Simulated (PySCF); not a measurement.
# Cu₂H₄: relaxation and vibrations of the singlet

Where does singlet Cu₂H₄ go from a doubly bridged, planar start, is the end point a minimum, and what are its modes, charges and moments?

The runs use PySCF 2.14.0; PBE0, basis Cu def2-TZVP, H def2-TZVP, no relativity, density fitting.

### Step 1. Where the work starts

6 atoms, charge 0, spin multiplicity 1.

Bond lengths: Cu1–Cu2 2.082 Å, Cu1–H3 1.526 Å, Cu1–H4 1.526 Å, Cu1–H5 1.440 Å, Cu2–H3 1.526 Å, Cu2–H4 1.526 Å, Cu2–H6 1.440 Å. Angles: Cu2–Cu1–H3 47.0°, Cu2–Cu1–H4 47.0°, Cu2–Cu1–H5 180.0°, H3–Cu1–H4 94.0°, H3–Cu1–H5 133.0°, H4–Cu1–H5 133.0°, Cu1–Cu2–H3 47.0°, Cu1–Cu2–H4 47.0°, Cu1–Cu2–H6 180.0°, H3–Cu2–H4 94.0°, H3–Cu2–H6 133.0°, H4–Cu2–H6 133.0°, Cu1–H3–Cu2 86.0°, Cu1–H4–Cu2 86.0°.

Z-matrix (Å, degrees; charge 0 multiplicity 1):
```
Cu
Cu 1 2.0820
H  1 1.5264 2 47.00
H  1 1.5264 2 47.00 3 180.00
H  1 1.4400 3 133.00 2 180.00
H  2 1.4400 3 133.00 1 180.00
```

### Step 2. First SCF at the start

One driver script runs all steps and calls PySCF; scf.py shows how it sets up the SCF of each step. The optimiser is the driver's own. After this first run the driver tries any further starts and a stability analysis.

Input file scf.py:

```python
from pyscf import gto, scf, dft
mol = gto.M(atom='''
Cu     1.041000     0.000000     0.000000
Cu    -1.041000     0.000000     0.000000
H      0.000000     1.116300     0.000000
H      0.000000    -1.116300     0.000000
H      2.481000     0.000000     0.000000
H     -2.481000     0.000000     0.000000''',
    basis={'Cu': 'def2-TZVP', 'H': 'def2-TZVP'},
    charge=0, spin=0)
mf = dft.RKS(mol, xc='PBE0')
mf.grids.atom_grid = (50, 194)
aux = {'Cu': 'def2-universal-JKFIT', 'H': 'def2-universal-JKFIT'}
mf = mf.density_fit(auxbasis=aux)
mf.conv_tol = 1e-08
mf.diis_space = 10
mf.max_cycle = 60
mf.init_guess = 'minao'
mf.verbose = 4
mf.kernel()
```

The run is started by

```
OMP_NUM_THREADS=4 python axn.py task.json out
```

Further steps of the session: Relaxing the singlet from the doubly bridged, planar start; Is it a minimum? Harmonic modes; Following the imaginary mode; Vibrations and properties at this point.

Before running it: what results should come out? Wanted: minimum; geometry; wavenumbers; dipole moment; highest occupied, lowest empty level; polar-tensor charge of Cu1; zero-point energy; atomisation energy.

As calculated:

| quantity | value |
| --- | --- |
| minimum | singlet, C2v |
| geometry | Cu–Cu 2.583 Å, Cu–H 1.505 Å (×2), Cu–H 1.796 Å (×2), H–H 0.822 Å; Cu–Cu–H 44.0° (×2), Cu–Cu–H 141.7° (×2), Cu–H–H 76.8° (×2), H–Cu–H 26.5°, H–Cu–H 166.2° (×2) |
| wavenumbers (cm⁻¹) | 110 (a1), 231 (b1), 235 (a2), 338 (a1), 373 (b2), 589 (b1), 651 (a1), 894 (a2), 967 (b2), 1890 (a1), 1891 (b1), 3331 (a1) |
| dipole moment | 3.99 D |
| highest occupied, lowest empty level | -7.05, -2.16 eV |
| polar-tensor charge of Cu1 | +0.24 e |
| zero-point energy | 68.8 kJ/mol |
| entropy at 298.15 K | 307.3 J/(mol K) |
| atomisation energy (no zero-point energy) | 990 kJ/mol |

**Reading.** From D2h at the start the molecule goes to a C2v minimum, after a stop at a saddle point 13.5 kJ/mol higher, from which it was pushed off along an imaginary mode. The strongest infrared band lies at 231 cm⁻¹ (b1). Only this shape and spin were tried, so other structures or states may lie lower.
